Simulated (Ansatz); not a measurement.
**C8H18N2: how energies converge with the basis set**

One table from this session's results is given with a row withheld; the runs are named, their logs left out.

Program: Ansatz 0.2.0, Gaussian basis. Level of theory: one geometry, several basis sets. These are calculated values, not measurements.

Plan: PBE0-D4/def2-SVP; ωB97M-V/def2-SVP; PBE0-D4/def2-QZVPP; ωB97M-V/def2-QZVPP; the functionals' def2-TZVPP values are taken from earlier runs.

## The geometry

An earlier PBE0-D4 in a triple-zeta def2 set relaxation fixed the geometry.

SMILES `CCCC/N=N/CCCC`, 28 atoms, charge 0, spin multiplicity 1.

Atoms are counted from 1 here; the program's logs count them from 0.

Bond lengths: C1–C2 1.518 Å, C1–H11 1.094 Å, C1–H12 1.094 Å, C1–H13 1.092 Å, C2–C3 1.520 Å, C2–H14 1.095 Å, C2–H15 1.096 Å, C3–C4 1.521 Å, C3–H16 1.095 Å, C3–H17 1.095 Å, C4–N5 1.455 Å, C4–H18 1.096 Å, C4–H19 1.095 Å, N5–N6 1.227 Å, N6–C7 1.455 Å, C7–C8 1.519 Å, C7–H20 1.096 Å, C7–H21 1.096 Å and more. Angles: C2–C1–H11 111.2°, C2–C1–H12 111.1°, C2–C1–H13 111.6°, H11–C1–H12 107.5°, H11–C1–H13 107.7°, H12–C1–H13 107.7°, C1–C2–C3 112.6°, C1–C2–H14 109.7°, C1–C2–H15 109.9°, C3–C2–H14 109.4°, C3–C2–H15 109.2°, H14–C2–H15 106.0°, C2–C3–C4 113.5°, C2–C3–H16 109.6°, C2–C3–H17 109.8°, C4–C3–H16 108.3°, C4–C3–H17 108.9°, H16–C3–H17 106.6° and more.

The first run:

Input file in.yaml:

```yaml
crystal:
  periodic: [false, false, false]
  atoms:
    - {symbol: C, position_ang: [-2.061406, -3.351246, 0.205771]}
    - {symbol: C, position_ang: [-1.846670, -1.909570, -0.219527]}
    - {symbol: C, position_ang: [-2.881130, -0.966362, 0.372508]}
    - {symbol: C, position_ang: [-2.707327, 0.477890, -0.070184]}
    - {symbol: N, position_ang: [-1.479382, 1.026345, 0.484945]}
    - {symbol: N, position_ang: [-0.702627, 1.455666, -0.362567]}
    - {symbol: C, position_ang: [0.534221, 1.977322, 0.198005]}
    - {symbol: C, position_ang: [1.710352, 1.152965, -0.297369]}
    - {symbol: C, position_ang: [3.048311, 1.723606, 0.141957]}
    - {symbol: C, position_ang: [4.225052, 0.889878, -0.333863]}
    - {symbol: H, position_ang: [-3.044948, -3.713493, -0.107134]}
    - {symbol: H, position_ang: [-2.004921, -3.453183, 1.293213]}
    - {symbol: H, position_ang: [-1.310040, -4.014158, -0.229084]}
    - {symbol: H, position_ang: [-0.845248, -1.582722, 0.078066]}
    - {symbol: H, position_ang: [-1.875723, -1.835239, -1.312717]}
    - {symbol: H, position_ang: [-3.885663, -1.294912, 0.084578]}
    - {symbol: H, position_ang: [-2.838886, -1.009591, 1.466325]}
    - {symbol: H, position_ang: [-2.706936, 0.569723, -1.162628]}
    - {symbol: H, position_ang: [-3.523341, 1.083252, 0.338638]}
    - {symbol: H, position_ang: [0.633202, 3.005929, -0.166936]}
    - {symbol: H, position_ang: [0.484941, 1.988952, 1.292713]}
    - {symbol: H, position_ang: [1.668564, 1.092623, -1.390079]}
    - {symbol: H, position_ang: [1.605750, 0.127104, 0.074256]}
    - {symbol: H, position_ang: [3.145036, 2.747844, -0.236073]}
    - {symbol: H, position_ang: [3.069487, 1.800559, 1.234912]}
    - {symbol: H, position_ang: [4.244142, 0.822686, -1.425104]}
    - {symbol: H, position_ang: [5.176450, 1.317759, -0.010148]}
    - {symbol: H, position_ang: [4.168729, -0.129619, 0.057513]}
basis:
  gaussian: {orbitals: def2-SVP}
hamiltonian: {xc: pbe0, dispersion: d4}
output: {orbitals: {seedname: orbitals}}
```

On the command line:

```sh
$ ansatz run in.yaml --threads 4 --pin off --events-out ev --progress --plain --max-ram 41984MiB --backend cpu
```

Steps of the session up to this table: PBE0-D4 in def2-SVP; ωB97M-V in def2-SVP; PBE0-D4 in def2-QZVPP; ωB97M-V in def2-QZVPP.

One of the session's tables, all rows but one given; the rest of the session is left out.

It belongs to the step «Functionals by basis». 

| functional | basis | HOMO (eV) |
| --- | --- | --- |
| PBE0-D4 | def2-SVP | -6.22 |
| PBE0-D4 | def2-TZVPP | ? |
| PBE0-D4 | def2-QZVPP | -6.43 |
| ωB97M-V | def2-SVP | -8.65 |
| ωB97M-V | def2-TZVPP | -8.85 |
| ωB97M-V | def2-QZVPP | -8.88 |

Estimate the missing values for PBE0-D4, def2-TZVPP.

As computed: HOMO (eV): -6.39. In the column «HOMO (eV)» it lies between PBE0-D4, def2-QZVPP (-6.43) and PBE0-D4, def2-SVP (-6.22).
